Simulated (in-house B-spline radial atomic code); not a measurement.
# Mo¹⁷⁺: excited configurations in jj coupling

How much energy does it take to promote electrons of Mo¹⁷⁺ to other shells? Each configuration is solved by itself and compared with the reference.

The numbers are computed with in-house B-spline radial atomic code version 1 (Dirac-Hartree-Fock, average of configuration, Fermi nucleus, basis-set limit), except any that are marked as measured or tabulated.

### 1 Starting point

* element: molybdenum (Z = 42)
* charge: +17
* electrons: 25
* configuration: 1s2 2s2 2p6 3s2 3p6 3d-4 3d+3
* Hamiltonian: Dirac-Coulomb
* nucleus: Fermi, rms radius 4.409 fm

In configurations, a minus sign after the shell means j = l − 1/2 and a plus sign j = l + 1/2; the count of electrons follows.

The run's settings:

```ini
Z = 42
electrons = 25.0
configuration = 1s2 2s2 2p6 3s2 3p6 3d-4 3d+3
hamiltonian = dirac
method = hf
spin_polarised = False
nucleus = fermi
rms_radius = 4.4091
mass_number = 98
atomic_mass = 97.905403609
speed_of_light = 137.035999084
```

The reference is known from an earlier run: -3914.155965 hartree in all. Up to eight levels, counted from the top:

| orbital | occupation | energy (eV) | <r> (bohr) |
| --- | --- | --- | --- |
| 2s1/2 | 2 | -3418.36 | 0.1526 |
| 2p1/2 | 2 | -3180.14 | 0.1305 |
| 2p3/2 | 4 | -3068.18 | 0.1348 |
| 3s1/2 | 2 | -978.21 | 0.4116 |
| 3p1/2 | 2 | -889.16 | 0.4029 |
| 3p3/2 | 4 | -861.54 | 0.4124 |
| 3d3/2 | 4 | -713.07 | 0.3795 |
| 3d5/2 | 3 | -707.76 | 0.3825 |

### 2 Configuration 1s2 2s2 2p6 3s2 3p6 3d-2 3d+4 6g-1

The run's settings:

```ini
Z = 42
electrons = 25.0
configuration = 1s2 2s2 2p6 3s2 3p6 3d-2 3d+4 6g-1
hamiltonian = dirac
method = hf
spin_polarised = False
nucleus = fermi
rms_radius = 4.4091
mass_number = 98
atomic_mass = 97.905403609
speed_of_light = 137.035999084
```

### 3 Configuration 1s2 2s2 2p6 3s2 3p-1 3p+4 3d-3 3d+4 6f+1

Settings: those of step 2 with these lines changed.

```diff
@@ -2,3 +2,3 @@
 electrons = 25.0
-configuration = 1s2 2s2 2p6 3s2 3p6 3d-2 3d+4 6g-1
+configuration = 1s2 2s2 2p6 3s2 3p-1 3p+4 3d-3 3d+4 6f+1
 hamiltonian = dirac
```

### 4 Configuration 1s2 2s2 2p6 3s2 3p-1 3p+4 3d-1 3d+6 4s1

Settings: those of step 3 with these lines changed.

```diff
@@ -2,3 +2,3 @@
 electrons = 25.0
-configuration = 1s2 2s2 2p6 3s2 3p-1 3p+4 3d-3 3d+4 6f+1
+configuration = 1s2 2s2 2p6 3s2 3p-1 3p+4 3d-1 3d+6 4s1
 hamiltonian = dirac
```

### 5 Configuration 1s2 2s2 2p6 3s2 3p6 3d-2 3d+4 4f+1

Settings: those of step 4 with these lines changed.

```diff
@@ -2,3 +2,3 @@
 electrons = 25.0
-configuration = 1s2 2s2 2p6 3s2 3p-1 3p+4 3d-1 3d+6 4s1
+configuration = 1s2 2s2 2p6 3s2 3p6 3d-2 3d+4 4f+1
 hamiltonian = dirac
```

### 6 1s2 2s2 2p6 3s2 3p6 3d-2 3d+4 7d-1

Settings: those of step 5 with these lines changed.

```diff
@@ -2,3 +2,3 @@
 electrons = 25.0
-configuration = 1s2 2s2 2p6 3s2 3p6 3d-2 3d+4 4f+1
+configuration = 1s2 2s2 2p6 3s2 3p6 3d-2 3d+4 7d-1
 hamiltonian = dirac
```

### 7 Configuration 1s2 2s2 2p6 3s2 3p6 3d-1 3d+6

Settings: those of step 6 with these lines changed.

```diff
@@ -2,3 +2,3 @@
 electrons = 25.0
-configuration = 1s2 2s2 2p6 3s2 3p6 3d-2 3d+4 7d-1
+configuration = 1s2 2s2 2p6 3s2 3p6 3d-1 3d+6
 hamiltonian = dirac
```

Q: How far above the reference does each configuration lie (order and size, in eV)?

As calculated:

| net move | configuration | energy above the reference (eV) | with Breit, QED, recoil (eV) | largest <r> (bohr) |
| --- | --- | --- | --- | --- |
| 3×3d3/2 → 3×3d5/2 | 1s2 2s2 2p6 3s2 3p6 3d-1 3d+6 | 10.394 | 10.024 | 0.412 |
| 2×3d3/2 → 3d5/2, 4f7/2 | 1s2 2s2 2p6 3s2 3p6 3d-2 3d+4 4f+1 | 425.33 | 424.89 | 0.914 |
| 3×3d3/2, 3p1/2 → 3×3d5/2, 4s | 1s2 2s2 2p6 3s2 3p-1 3p+4 3d-1 3d+6 4s1 | 456.50 | 455.56 | 0.873 |
| 2×3d3/2 → 3d5/2, 6g7/2 | 1s2 2s2 2p6 3s2 3p6 3d-2 3d+4 6g-1 | 591.12 | 590.69 | 2.43 |
| 2×3d3/2 → 3d5/2, 7d3/2 | 1s2 2s2 2p6 3s2 3p6 3d-2 3d+4 7d-1 | 613.64 | 613.22 | 3.50 |
| 3d3/2, 3p1/2 → 3d5/2, 6f7/2 | 1s2 2s2 2p6 3s2 3p-1 3p+4 3d-3 3d+4 6f+1 | 759.88 | 758.83 | 2.54 |

**Reading.** The energies run from 10.394 eV (3×3d3/2 → 3×3d5/2) to 759.88 eV (3d3/2, 3p1/2 → 3d5/2, 6f7/2). 1 of them lies more than 2 % above the ionisation threshold that Koopmans' theorem gives (707.76 eV), where such states can decay by emitting an electron. Two partly filled shells share a symmetry and can mix in the average, which may lower the energy, for: 2×3d3/2 → 3d5/2, 7d3/2. These are averages over configurations, without correlation, not spectroscopic levels.
